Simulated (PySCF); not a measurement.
# C2H5NO2Si2: the cost of one run

Computed with PySCF 2.14.0, with density-fitted response routines of our own, on a single molecule in the gas phase. Atoms count from 0, in the outputs and in this text.

## 1. The molecule as given

12 atoms, charge 0, multiplicity 1; geometry from: GFN2-xTB. The atoms were then displaced at random by about 0.01 Å, so the start is not that level's minimum.

Bonds of the start (Å): N0–C1 1.13, C1–Si2 1.86, Si2–C3 1.93, C3–O4 1.39, O4–Si5 1.64, Si5–O6 1.65, O6–Si2 1.65, Si2–H7 1.46, C3–H8 1.07, C3–H9 1.12, Si5–H10 1.44, Si5–H11 1.46.

## 2. Optimising the geometry at PBE0-D3(BJ)/def2-SVP

What the job is given:

```
{"job": {"xc": "PBE0", "basis": "def2-SVP", "d3": "d3bj", "grid": 1, "shake": 0.01, "kind": "geom"}, "charge": 0, "multiplicity": 1}
N     -3.282080     0.328700     1.262760
C     -2.280350     0.554580     0.795840
Si    -0.646180     0.928150    -0.001180
C     -0.117130    -0.463500    -1.231030
O      1.052990    -1.044220    -0.757320
Si     1.657540    -0.523890     0.670120
O      0.576890     0.655250     1.064970
H     -0.532740     2.297250    -0.502470
H      0.034240    -0.095960    -2.221510
H     -0.899530    -1.265180    -1.288580
H      2.924260     0.138650     0.486070
H      1.551780    -1.538090     1.713300
```

The run is started by

```console
$ OMP_NUM_THREADS=1 python probes_run.py task.json out
```

One launch serves the whole session: the jobs run in the order shown.

**Question.** How long does this first job take on 1 thread of Arm Neoverse V2, shared host, and how much memory does it need?

About 56 s, with a peak of 0.52 GiB.
